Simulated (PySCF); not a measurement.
# One shape, several levels: C3H5BClF (SMILES B[C@@H]1[C@H](F)[C@@H]1Cl)

We compute a comparison of 6 runs (HF/STO-3G, HF/3-21G, HF/def2-SVP, B3LYP/6-31G*, B3LYP/6-311G**, CCSD/6-31+G*) of C3H5BClF. 

The calculation is run with PySCF 2.14.0.

## (1) The structure to begin with

The species is C3H5BClF (11 atoms), meant as a singlet with charge 0. SMILES: `B[C@@H]1[C@H](F)[C@@H]1Cl`. The shape is that of a GFN2-xTB optimisation.

Bond lengths: B1–C2 1.550 Å, C2–C3 1.521 Å, C3–F4 1.353 Å, C2–C5 1.526 Å, C3–C5 1.483 Å, C5–Cl6 1.751 Å, B1–H7 1.167 Å, B1–H8 1.168 Å, C2–H9 1.085 Å, C3–H10 1.085 Å, C5–H11 1.082 Å. Some angles: B1–C2–C3 120.1°, B1–C2–C5 122.8°, C3–C2–C5 58.2°, C2–C3–F4 119.1°, C2–C3–C5 61.0°, F4–C3–C5 119.5°, C2–C5–C3 60.7°, C2–C5–Cl6 120.8°, C3–C5–Cl6 120.1°, B1–C2–H9 117.5°.

## (2) Energy and gradient at HF/STO-3G (run 1)

Contents of run.py:

```python
from pyscf import gto

system = gto.M(
    atom='''
B   -0.253730   0.737270   1.466670
C    0.098340  -0.411380   0.486690
C    0.849810  -0.110960  -0.801680
F    1.156200   1.172670  -1.101780
C   -0.560300  -0.562870  -0.881240
Cl  -1.811460   0.546600  -1.401970
H   -0.597330   1.776580   1.062790
H   -0.152220   0.546740   2.614070
H    0.377800  -1.368100   0.916580
H    1.656200  -0.762470  -1.122120
H   -0.763310  -1.564080  -1.238000
''',
    verbose=4,
    max_memory=1860,
    basis='sto-3g',
    spin=0,
)

mf = system.RHF()
mf.conv_tol = 1e-10
mf.kernel()
if not mf.converged:
    mf = mf.newton().run(mf.mo_coeff, mf.mo_occ)

e_final = mf.e_tot
print('E(%s) = %.9f' % ('HF', e_final))
grad = mf.nuc_grad_method().kernel()
dip = mf.dip_moment()
pop, q = mf.mulliken_pop()
```

Started as:

```
OMP_NUM_THREADS=1 python run.py
```

Standard output:

```text
PySCF version 2.14.0

[... 65 lines left out ...]
converged SCF energy = -692.060166932596
[... 12 lines left out ...]
Dipole moment(X, Y, Z, Debye):  1.48031, -2.30671,  0.72345
[... 51 lines left out ...]
charge of   10H =      0.10545
```

Wall time 2.1 s (1 thread of Arm Neoverse V2, shared host); peak memory 0.12 GiB.

## (3) Energy and forces at HF/3-21G (run 2)

Contents of input.xyz:

```xyz
11

B     -0.253730     0.737270     1.466670
C      0.098340    -0.411380     0.486690
C      0.849810    -0.110960    -0.801680
F      1.156200     1.172670    -1.101780
C     -0.560300    -0.562870    -0.881240
Cl    -1.811460     0.546600    -1.401970
H     -0.597330     1.776580     1.062790
H     -0.152220     0.546740     2.614070
H      0.377800    -1.368100     0.916580
H      1.656200    -0.762470    -1.122120
H     -0.763310    -1.564080    -1.238000
```

Contents of run.py:

```python
import pyscf.grad
from pyscf import gto

system = gto.M(
    atom='input.xyz',
    verbose=4,
    max_memory=1860,
    basis='3-21g',
    charge=0,
)

myscf = system.RHF()
myscf.conv_tol = 1e-10
myscf.kernel()
if not myscf.converged:
    myscf = myscf.newton().run(myscf.mo_coeff, myscf.mo_occ)

e_final = myscf.e_tot
print('E(%s) = %.9f' % ('HF', e_final))
grad = myscf.Gradients().kernel()
myscf.analyze()
```

Started as:

```
OMP_NUM_THREADS=1 python run.py
```

Standard output:

```text
PySCF version 2.14.0

[... 82 lines left out ...]
Nuclear Repulsion Energy =             276.210898201367513
[... 10 lines left out ...]
MO #5   energy= -11.1923216450904  occ= 2
[... 8 lines left out ...]
MO #14  energy= -0.871114995808509 occ= 2
[... 8 lines left out ...]
MO #23  energy= -0.513975643762419 occ= 2
[... 8 lines left out ...]
MO #32  energy= 0.320189647051611  occ= 0
[... 8 lines left out ...]
MO #41  energy= 0.675362596900658  occ= 0
[... 8 lines left out ...]
MO #50  energy= 1.01309880061278   occ= 0
[... 8 lines left out ...]
MO #59  energy= 1.40368840938318   occ= 0
[... 8 lines left out ...]
MO #68  energy= 4.06284779219969   occ= 0
[... 82 lines left out ...]
Dipole moment(X, Y, Z, Debye):  1.25902, -3.13509,  0.73248
```

It took 2.5 s on 1 thread of Arm Neoverse V2, shared host; peak memory 0.14 GiB.

Runs 3 to 5 aren't shown in full; the table further down has their settings and results.

## (4) A single-point energy at CCSD/6-31+G(d) (spherical functions) (run 6)

Contents of run.py:

```python
# B[C@@H]1[C@H](F)[C@@H]1Cl
from pyscf import gto, cc

mol = gto.Mole()
mol.atom = [
    ('B', (-0.253730, 0.737270, 1.466670)),
    ('C', (0.098340, -0.411380, 0.486690)),
    ('C', (0.849810, -0.110960, -0.801680)),
    ('F', (1.156200, 1.172670, -1.101780)),
    ('C', (-0.560300, -0.562870, -0.881240)),
    ('Cl', (-1.811460, 0.546600, -1.401970)),
    ('H', (-0.597330, 1.776580, 1.062790)),
    ('H', (-0.152220, 0.546740, 2.614070)),
    ('H', (0.377800, -1.368100, 0.916580)),
    ('H', (1.656200, -0.762470, -1.122120)),
    ('H', (-0.763310, -1.564080, -1.238000)),
]
mol.verbose = 3
mol.max_memory = 1860
mol.spin = 0
mol.basis = '6-31+g*'
mol.build()

mf = mol.RHF()
mf.conv_tol = 1e-10
mf.kernel()
if not mf.converged:
    mf = mf.newton().run(mf.mo_coeff, mf.mo_occ)

mycc = cc.CCSD(mf, frozen=10)
mycc.kernel()
e_final = mycc.e_tot
print('E = %.10f Eh' % e_final)
mf.analyze()
```

Started as:

```
OMP_NUM_THREADS=1 python run.py
```

Standard output:

```text
converged SCF energy = -700.055953142844
[... 4 lines left out ...]
MO #2   energy= -26.313638289493   occ= 2
[... 14 lines left out ...]
MO #17  energy= -0.716718011066436 occ= 2
[... 14 lines left out ...]
MO #32  energy= 0.0922064007634333 occ= 0
[... 14 lines left out ...]
MO #47  energy= 0.261997688314865  occ= 0
[... 14 lines left out ...]
MO #62  energy= 0.520538347873799  occ= 0
[... 14 lines left out ...]
MO #77  energy= 1.03536423217225   occ= 0
[... 14 lines left out ...]
MO #92  energy= 1.50635806707125   occ= 0
[... 14 lines left out ...]
MO #107 energy= 2.23680517491458   occ= 0
[... 14 lines left out ...]
MO #122 energy= 3.54556292181233   occ= 0
[... 12 lines left out ...]
Dipole moment(X, Y, Z, Debye):  1.01125, -2.93809,  0.75135
```

Wall time 2 min (1 thread of Arm Neoverse V2, shared host); peak memory 1.5 GiB.

## (5) Overview of the runs

```
run                               level  integration grid      task  energy (Eh)  dipole moment (D) of the reference  HOMO energy (eV)  LUMO energy (eV)  wall time
  1                           HF/STO-3G                 –  gradient  -692.060167                                2.83             -9.56              5.98      2.1 s
  2                            HF/3-21G                 –  gradient  -696.532903                                3.46            -11.24              2.29      2.5 s
  3                         HF/def2-SVP                 –  gradient  -699.738862                                3.07            -11.13              2.15       11 s
  4  B3LYP/6-31G* (spherical functions)                 5  gradient  -702.140808                                2.81             -7.58             -1.49       48 s
  5                      B3LYP/6-311G**                 5  gradient  -702.244651                                2.89             -7.82             -1.87       85 s
  6  CCSD/6-31+G* (spherical functions)                 –    energy  -700.866123                                3.20            -11.19              1.31      2 min
```

## (6) What came out

| quantity | value |
| --- | --- |
| run 6: total energy | -700.86612 Eh |
| run 6: dipole moment (Hartree–Fock density) | 3.20 D |
| run 6: HOMO energy (Hartree–Fock orbitals) | -11.19 eV |
| run 6: LUMO energy (Hartree–Fock orbitals) | 1.31 eV |
| run 6: HOMO–LUMO gap (Hartree–Fock orbitals) | 12.50 eV |
| run 6: correlation energy (10 core orbitals frozen) | -810.2 mEh |
| run 6: T1 diagnostic | 0.012 |

**Reading.** Over runs 1, 2, 3, 4, 5 the dipole moment (its size) runs from 2.81 D (B3LYP/6-31G*) to 3.46 D (HF/3-21G). The two ends differ in method and basis. Over runs 1, 2, 3, 4, 5 the HOMO–LUMO gap runs from 5.96 eV (B3LYP/6-311G**) to 15.54 eV (HF/STO-3G). In run 1 the basis is minimal, so the values are rough. All runs together took 4.4 min, the longest 2 min.
